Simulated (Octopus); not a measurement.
# Si (I4_1/amd) in Octopus: reference runs

Aim: a first look at Si with PBEsol, on the cell as given and on a disturbed one.

All numbers are computed with Octopus 16.4; they aren't measurements. Logs are shortened: lines on timing, memory, paths and dates and some standing lists are left out, and cuts for length are marked.

## 1. Starting point

The structure is tetragonal, space group I4_1/amd (No. 141). The conventional cell has a = 4.743 Å, b = 4.743 Å, c = 2.659 Å, α = 90.00°, β = 90.00°, γ = 90.00°. Si (site symmetry -4m2) has 6 Si at 2.46 to 2.66 Å as nearest neighbours.

This isn't the form of Si at room conditions, which is diamond.

## 2. Single point, PBEsol

File inp:

```
CalculationMode = gs
UnitsOutput = eV_Angstrom
PeriodicDimensions = 3
ExperimentalFeatures = yes
PseudopotentialSet = pseudodojo_pbesol
%LatticeParameters
 1*angstrom | 1*angstrom | 1*angstrom
%
%LatticeVectors
 -2.3713723045 | 2.3713723045 | 1.3292653899
 2.3713723045 | -2.3713723045 | 1.3292653899
 2.3713723045 | 2.3713723045 | -1.3292653899
%
%ReducedCoordinates
 "Si" | 0.5 | 0.5 | 0
 "Si" | 0.25 | 0.75 | 0.5
%
%Spacing
 0.20041438*angstrom | 0.20041438*angstrom | 0.20041438*angstrom
%
DerivativesOrder = 8
%KPointsGrid
 11 | 11 | 11
%
KPointsUseSymmetries = yes
XCFunctional = gga_x_pbe_sol + gga_c_pbe_sol
SmearingFunction = fermi_dirac
Smearing = 0.05*eV
ExtraStates = 6
Eigensolver = chebyshev_filter
ConvRelDens = 3e-7
MaximumIter = 120
%Output
 density | cube
 elf | cube
 potential | cube
%
```

Potentials or basis: pseudodojo_pbesol (PseudoDojo 0.4, PBEsol).

Started as:

```console
$ OMP_NUM_THREADS=1 octopus > out.log
```

out.log:

```text
Running octopus

[... 13 lines left out ...]

Input: [AllElectronType = no]
Input: [PseudopotentialSet = pseudodojo_pbesol]
Reading Coordinates from ReducedCoordinates block

****************************** Species *******************************
  Species 'Si'
    type             : pseudopotential
    file             : 'Si.upf'
    file format      : UPF2
    valence charge   : 4.0
    atomic number    :  14
    form on file     : kleinman-bylander
    lmax             : 2
    llocal           : -1
    projectors per l : 2
    total projectors : 6
    application form : kleinman-bylander
    orbitals         :  4
    bound orbitals   :  4

**********************************************************************

***************************** Symmetries *****************************
Space group No.  141
International: I4_1/amd
Schoenflies: D4h^19
Info: The system has     8 symmorphic symmetries that can be used.
  Index                Rotation matrix                      Fractional translations
    1 :     1   0   0     0   1   0     0   0   1      0.000000    0.000000    0.000000
    2 :     0   1   0     1   0   0    -1  -1  -1      0.000000    0.000000    0.000000
    3 :     0  -1   0    -1   0   0     0   0  -1      0.000000    0.000000    0.000000
    4 :    -1   0   0     0  -1   0     1   1   1      0.000000    0.000000    0.000000
    5 :     0   0   1    -1  -1  -1     0   1   0      0.000000    0.000000    0.000000
    6 :    -1  -1  -1     0   0   1     1   0   0      0.000000    0.000000    0.000000
    7 :     1   1   1     0   0  -1     0  -1   0      0.000000    0.000000    0.000000
    8 :     0   0  -1     1   1   1    -1   0   0      0.000000    0.000000    0.000000
Info: The system also has     8 nonsymmorphic symmetries (not used for electrons).
    1 :     0   0  -1     1   1   1     0  -1   0     -0.250000    0.250000   -0.500000
    2 :     1   1   1     0   0  -1    -1   0   0     -0.250000    0.250000   -0.500000
    3 :    -1  -1  -1     0   0   1     0   1   0     -0.250000    0.250000   -0.500000
    4 :     0   0   1    -1  -1  -1     1   0   0     -0.250000    0.250000   -0.500000
    5 :    -1   0   0     0  -1   0     0   0  -1     -0.250000    0.250000   -0.500000
    6 :     0  -1   0    -1   0   0     1   1   1     -0.250000    0.250000   -0.500000
    7 :     0   1   0     1   0   0     0   0   1     -0.250000    0.250000   -0.500000
    8 :     1   0   0     0   1   0    -1  -1  -1     -0.250000    0.250000   -0.500000
**********************************************************************

Input: [CurvMethod = curv_affine]
Input: [DerivativesStencil = stencil_stargeneral]

****************************** Lattice *******************************
  Lattice Vectors [A]
   -2.371372    2.371372    1.329265
    2.371372   -2.371372    1.329265
    2.371372    2.371372   -1.329265
  Cell volume =            29.9000 [A^3]
  Reciprocal-Lattice Vectors [A^-1]
   -0.000000    1.324799    2.363405
    1.324799   -0.000000    2.363405
    1.324799    1.324799   -0.000000
  Cell angles [degree]
    alpha =   97.803
    beta  =   97.803
    gamma =  136.757
**********************************************************************

Checking if the generated full k-point grid is symmetric

   126 k-points generated from parameters :
 ---------------------------------------------------
    n =   11   11   11

    s1  =  0.50  0.50  0.50

   index |      weight  |             coordinates              |
       1 |     0.000751 |    0.000000    0.000000    0.000000  |
       2 |     0.006011 |    0.090909    0.000000    0.000000  |
       3 |     0.003005 |    0.000000    0.000000    0.090909  |
       4 |     0.006011 |    0.090909    0.090909    0.000000  |
       5 |     0.012021 |    0.090909    0.000000    0.090909  |
       6 |     0.006011 |    0.090909    0.090909    0.090909  |
[... 118 lines left out ...]
     125 |     0.003005 |   -0.454545    0.454545    0.454545  |
     126 |     0.001503 |   -0.454545   -0.454545    0.454545  |

Input: [SmearingFunction = fermi_dirac]
Input: [SymmetrizeDensity = yes]

[... 63 lines left out ...]
      Block       2 contains       4 states:       5 -       8
      Block       3 contains       2 states:       9 -      10
Info: Ground-state allocation done.
Info: Could not find 'restart/gs' directory for restart.
[... 18 lines left out ...]
** Warning:
**   Cannot do LCAO for all states because there are not enough atomic orbitals.
**   Required: 10. Available: 8. 2 orbitals will be randomized.

Info: Unnormalized total charge =      7.996619
Info: Renormalized total charge =      8.000000

** Warning:
**   Symmetrization discrepancy ratio (scalar) =  9.28304E-04

Info: Setting up Hamiltonian.
Info: Performing initial LCAO calculation with      8 orbitals.
Info: Getting Hamiltonian matrix elements.

Eigenvalues [eV]
 #st  Spin   Eigenvalue      Occupation
#k =       1, k = (  0.000000,  0.000000,  0.000000)
   1   --    -6.525215       2.000000
   2   --     4.818620       2.000000
   3   --     4.818718       2.000000
   4   --     6.584958       2.000000
   5   --    16.743940       1.999994
   6   --    16.757792       1.999992
   7   --    16.898631       1.999858
   8   --    16.898952       1.999857
#k =       2, k = (  0.090909,  0.000000,  0.000000)
   1   --    -6.293621       2.000000
   2   --     4.510732       2.000000
   3   --     5.026857       2.000000
   4   --     7.323188       2.000000
   5   --    16.748598       1.999993
   6   --    16.947535       1.999623
   7   --    17.094762       1.992854
   8   --    17.289952       1.698058
[... 124 further k-points ...]
Fermi energy =    17.376302 eV
Generating random wavefunctions for states        9 and above
Orthogonalizing wavefunctions.
Info: Ground-state restart information will be written to 'restart/gs'.
Info: SCF using complex wavefunctions.
Info: Starting SCF iteration.

** Warning:
**   Symmetrization discrepancy ratio (scalar) =  6.83816E-02

*********************** SCF CYCLE ITER #    1 ************************
 etot  = -2.29948035E+02 abs_ev   =  3.88E+01 rel_ev   =  2.82E+00
 ediff =        8.45E+00 abs_dens =  6.83E-01 rel_dens =  8.54E-02
Matrix vector products: 3150
Converged eigenvectors: 0

#  State  KPoint  Eigenvalue [eV]  Occupation    Error
      1       1       -6.683168    2.000000   ( 2.9E-06)
      1       3       -6.577451    2.000000   ( 1.5E-06)
      1       7       -6.471835    2.000000   ( 6.8E-07)
      1       2       -6.462044    2.000000   ( 1.8E-06)
      1      10       -6.260697    2.000000   ( 1.1E-06)
      1       5       -6.250957    2.000000   ( 1.5E-06)
      1      18       -6.155392    2.000000   ( 1.4E-06)
      1      15       -6.040282    2.000000   ( 2.4E-06)
[... 23 lines left out ...]
     10     117       21.610552    0.000000   ( 6.3E-02)
      9     125       21.678936    0.000000   ( 4.6E-02)
     10     125       22.094365    0.000000   ( 4.8E-02)
     10     122       22.198406    0.000000   ( 4.4E-02)
     10      94       22.277899    0.000000   ( 2.5E-02)
     10     106       22.407377    0.000000   ( 7.5E-02)
     10     126       22.626112    0.000000   ( 3.8E-02)
     10     118       22.907176    0.000000   ( 4.5E-02)

Density of states:

--------------------------------------------%-------------------------
---------------------------%----------%-%---%%-----%---%--------------
---------------------%-----%--------%-%-%%--%%%%%-%%-%-%--------------
---------------------%--%--%%%------%-%-%%--%%%%%%%%%%-%-----%--------
--------------%---%--%--%%%%%%--%%--%-%%%%%%%%%%%%%%%%%%%%%%-%--------
-----------%--%%-%%--%-%%%%%%%%%%%%-%-%%%%%%%%%%%%%%%%%%%%%%%%--------
--------%--%%-%%-%%%-%%%%%%%%%%%%%%%%%%%%%%%%%%%%%%%%%%%%%%%%%--------
------%%%%%%%%%%%%%%-%%%%%%%%%%%%%%%%%%%%%%%%%%%%%%%%%%%%%%%%%-%%-----
--%%%%%%%%%%%%%%%%%%%%%%%%%%%%%%%%%%%%%%%%%%%%%%%%%%%%%%%%%%%%%%%%----
-%%%%%%%%%%%%%%%%%%%%%%%%%%%%%%%%%%%%%%%%%%%%%%%%%%%%%%%%%%%%%%%%%%---
                                ^

Fermi energy =     7.244186 eV

**********************************************************************

*********************** SCF CYCLE ITER #    2 ************************
 etot  = -2.29932201E+02 abs_ev   =  1.36E-02 rel_ev   =  9.86E-04
 ediff =        5.82E-04 abs_dens =  1.92E-02 rel_dens =  2.40E-03
Matrix vector products: 3150
Converged eigenvectors: 0
[... 115 lines left out ...]
*********************** SCF CYCLE ITER #   12 ************************
 etot  = -2.29903044E+02 abs_ev   =  5.08E-07 rel_ev   =  3.68E-08
 ediff =        1.61E-08 abs_dens =  3.14E-07 rel_dens =  3.92E-08
Matrix vector products: 3150
Converged eigenvectors: 533

#  State  KPoint  Eigenvalue [eV]  Occupation    Error
      1       1       -6.676942    2.000000   ( 5.0E-09)
      1       3       -6.571294    2.000000   ( 4.4E-09)
      1       7       -6.465750    2.000000   ( 3.4E-09)
      1       2       -6.455783    2.000000   ( 5.1E-09)
      1      10       -6.254749    2.000000   ( 3.7E-09)
      1       5       -6.244833    2.000000   ( 5.1E-09)
      1      18       -6.149525    2.000000   ( 1.0E-08)
      1      15       -6.034307    2.000000   ( 1.6E-08)
[... 23 lines left out ...]
      9     125       21.113792    0.000000   ( 5.8E-03)
     10     124       21.260383    0.000000   ( 1.4E-03)
     10     122       21.281832    0.000000   ( 1.3E-02)
     10     106       21.487285    0.000000   ( 2.9E-02)
     10     125       21.534094    0.000000   ( 2.0E-02)
     10      94       22.219125    0.000000   ( 6.1E-03)
     10     126       22.407625    0.000000   ( 6.6E-03)
     10     118       22.475084    0.000000   ( 1.6E-02)

Density of states:

-----------------------------------------------------%----------------
----------------------------------------------%------%----------------
----------------------------%----------%---%--%-%-%%-%--%--%----------
---------------------------%%%------%--%%%-%%%%%%%%%%%%-%%-%----------
---------------------%%-%%%%%%%--%--%--%%%%%%%%%%%%%%%%-%%-%-%--------
--------------%%--%--%%-%%%%%%%-%%--%%%%%%%%%%%%%%%%%%%-%%-%-%--------
--------%--%--%%-%%%-%%%%%%%%%%%%%%%%%%%%%%%%%%%%%%%%%%%%%%%%%--------
----%--%%%%%%%%%-%%%%%%%%%%%%%%%%%%%%%%%%%%%%%%%%%%%%%%%%%%%%%%%------
----%%%%%%%%%%%%%%%%%%%%%%%%%%%%%%%%%%%%%%%%%%%%%%%%%%%%%%%%%%%%-%----
-%%%%%%%%%%%%%%%%%%%%%%%%%%%%%%%%%%%%%%%%%%%%%%%%%%%%%%%%%%%%%%%%%%---
                                 ^

Fermi energy =     7.236004 eV

**********************************************************************

Info: SCF converged in   12 iterations

** Warning:
**   Some of the states are not fully converged!

Info: Number of matrix-vector products:      37800
Info: Writing output to static/

Info: Finished writing information to 'restart/gs'.

Octopus emitted 17 warnings.
```

It took 1.8 min on 1 thread of Intel Xeon 6975P-C (Granite Rapids), shared host; peak memory 0.71 GiB.

Results:

```yaml
Free_energy: -229.9098 eV
Band_gap_on_the_k_mesh: none (metal or under the smearing width)
```

(Part 1 of 2 ends here.)
